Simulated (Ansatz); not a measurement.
**HfHO (octet): the correlation ladder, def2-TZVPP**

An exercise on one series of results from a longer session: the logs are not shown, and one member is left open.

Program: Ansatz 0.2.0, Gaussian basis. Level of theory: def2-TZVPP, core rule «outside noble gas», up to 5 orbitals frozen. These are calculated values, not measurements.

Plan: UHF; ROHF; CCSD(T) on UHF.

## What is computed

The geometry is a PBE0/def2-TZVP stationary point (not a proven minimum) of the parent state, kept for this charge and spin. No spin-orbit coupling is included. Elements past krypton take def2 core potentials.

3 atoms, charge 0, spin multiplicity 8.

Atoms are counted from 1 here; the program's logs count them from 0.

Bond lengths: Hf1–O2 2.641 Å, O2–H3 0.989 Å. Angles: Hf1–O2–H3 79.5°.

Coordinates:

```
Hf    0.0000   -0.2577    1.7116
O     0.0000   -0.3606   -0.9270
H     0.0000    0.6184   -0.7846
```

The first run:

Input file in.yaml:

```yaml
crystal:
  periodic: [false, false, false]
  atoms:
    - {symbol: Hf, position_ang: [0.000000, -0.257744, 1.711606]}
    - {symbol: O, position_ang: [0.000000, -0.360612, -0.927017]}
    - {symbol: H, position_ang: [0.000000, 0.618356, -0.784589]}
basis:
  gaussian: {orbitals: def2-TZVPP}
magnetization: {spin_polarized: true, initial_magnetization: 7}
hamiltonian: {xc: hf}
output: {orbitals: {seedname: orbitals}}
```

On the command line:

```sh
$ ansatz run in.yaml --threads 1 --pin off --events-out ev --progress --plain --max-ram 2560MiB --backend cpu
```

Among the steps run: UHF; ROHF; CCSD(T) on UHF.

One table of the session follows, with a row left open; its other results are not shown here.

| method | from UCCSD(T) (meV) |
| --- | --- |
| ROHF | +6198.6 |
| UHF | +5860.0 |
| UMP2 | +917.9 |
| UCCSD | ? |
| UCCSD(T) | 0 |

Estimate the missing values for UCCSD.

The run gave: from UCCSD(T) (meV): +141.6. In the column «from UCCSD(T) (meV)» it lies between UCCSD(T) (0) and UMP2 (+917.9).

Limits of these values: Warnings: coupled cluster took another determinant than the lowest.
